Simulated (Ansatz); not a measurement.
# C2H7AlBF: one species, many methods

An exercise on one series of results from a longer session: the logs are not shown, and one member is left open.

The runs use Ansatz 0.2.0, Gaussian basis; functionals in def2-TZVPP, the program's frozen cores in correlated methods.

The runs, in order: PBE-D4, r2SCAN-D4, PBE0-D4, B3LYP-D4, ωB97X-V, ωB97M-V, B2PLYP; CCSD(T)/def2-TZVPP; MP2/def2-QZVPP; extrapolation to the limit.

## Structure used throughout

The geometry comes from an earlier relaxation with PBE0-D4 in a triple-zeta def2 set; it is a stationary point, not always the lowest conformer.

12 atoms, charge 0, spin multiplicity 1.

Atoms are counted from 1 here; the program's logs count them from 0.

Bond lengths: B1–C2 1.469 Å, B1–Al3 2.213 Å, B1–H6 1.191 Å, B1–H7 1.255 Å, C2–Al3 2.104 Å, C2–C4 1.495 Å, C2–H8 1.098 Å, Al3–H7 1.968 Å, Al3–H9 1.582 Å, Al3–H10 1.578 Å, C4–F5 1.389 Å, C4–H11 1.095 Å, C4–H12 1.093 Å. Angles: C2–B1–Al3 66.2°, C2–B1–H6 127.6°, C2–B1–H7 115.9°, Al3–B1–H6 131.7°, Al3–B1–H7 62.1°, H6–B1–H7 114.7°, B1–C2–Al3 74.1°, B1–C2–C4 123.0°, B1–C2–H8 121.1°, Al3–C2–C4 131.3°, Al3–C2–H8 83.1°, C4–C2–H8 113.0°, B1–Al3–C2 39.7°, B1–Al3–H7 34.3°, B1–Al3–H9 109.0°, B1–Al3–H10 121.9°, C2–Al3–H7 69.1°, C2–Al3–H9 126.2° and more.

Coordinates:

```csv
atom,x (Å),y (Å),z (Å)
B1,-1.1133,0.5211,-0.4295
C2,-0.0784,0.0571,0.5047
Al3,-0.2126,-1.4218,-0.9859
C4,1.0642,0.9148,0.9448
F5,0.7841,1.4835,2.1812
H6,-1.1620,1.5644,-1.0013
H7,-1.8705,-0.3660,-0.8934
H8,-0.2609,-0.7917,1.1773
H9,0.3586,-1.3207,-2.4573
H10,-0.6633,-2.7749,-0.3101
H11,1.9945,0.3496,1.0671
H12,1.2362,1.7297,0.2363
```

The first run:

in.yaml

```yaml
crystal:
  periodic: [false, false, false]
  atoms:
    - {symbol: B, position_ang: [-1.113284, 0.521064, -0.429470]}
    - {symbol: C, position_ang: [-0.078350, 0.057083, 0.504687]}
    - {symbol: Al, position_ang: [-0.212583, -1.421828, -0.985886]}
    - {symbol: C, position_ang: [1.064235, 0.914848, 0.944789]}
    - {symbol: F, position_ang: [0.784122, 1.483511, 2.181192]}
    - {symbol: H, position_ang: [-1.162023, 1.564445, -1.001289]}
    - {symbol: H, position_ang: [-1.870519, -0.366025, -0.893356]}
    - {symbol: H, position_ang: [-0.260903, -0.791750, 1.177268]}
    - {symbol: H, position_ang: [0.358637, -1.320668, -2.457340]}
    - {symbol: H, position_ang: [-0.663291, -2.774916, -0.310137]}
    - {symbol: H, position_ang: [1.994478, 0.349647, 1.067147]}
    - {symbol: H, position_ang: [1.236178, 1.729687, 0.236295]}
basis:
  gaussian: {orbitals: def2-TZVPP}
hamiltonian: {xc: pbe, dispersion: d4}
output: {forces: true, orbitals: {seedname: orbitals}}
```

Command:

```sh
$ ansatz run in.yaml --threads 4 --pin off --events-out ev --progress --plain --max-ram 10444MiB
```

Steps of the session up to this table: PBE-D4 (GGA); r2SCAN-D4 (meta-GGA); PBE0-D4 (hybrid); B3LYP-D4 (hybrid); ωB97X-V (range-separated); ωB97M-V (range-separated); B2PLYP (double hybrid); CCSD(T) in def2-TZVPP; MP2 in def2-QZVPP.

One of the session's tables, all rows but one given; the rest of the session is left out.

```
            method  atomisation energy (kJ/mol)
            PBE-D4                       4246.9
         r2SCAN-D4                       4208.3
           PBE0-D4                       4191.5
          B3LYP-D4                       4179.8
           ωB97X-V                       4191.1
           ωB97M-V                       4196.7
            B2PLYP                       4136.1
     HF/def2-TZVPP                       3145.3
    MP2/def2-TZVPP                       4134.9
   CCSD/def2-TZVPP                       4025.4
CCSD(T)/def2-TZVPP                       4079.8
           MP2/CBS                       4228.7
       CCSD(T)/CBS                            ?
```

**Question.** Estimate the row for CCSD(T)/CBS.

As computed: atomisation energy (kJ/mol): 4173.5. In the column «atomisation energy (kJ/mol)» it lies between B2PLYP (4136.1) and B3LYP-D4 (4179.8).

To keep in mind: Free atoms (1 B, 2 C, 1 Al, 1 F, 7 H) were run apart at each level; the atomisation energy is their sum less the molecule, without zero-point or spin-orbit terms.
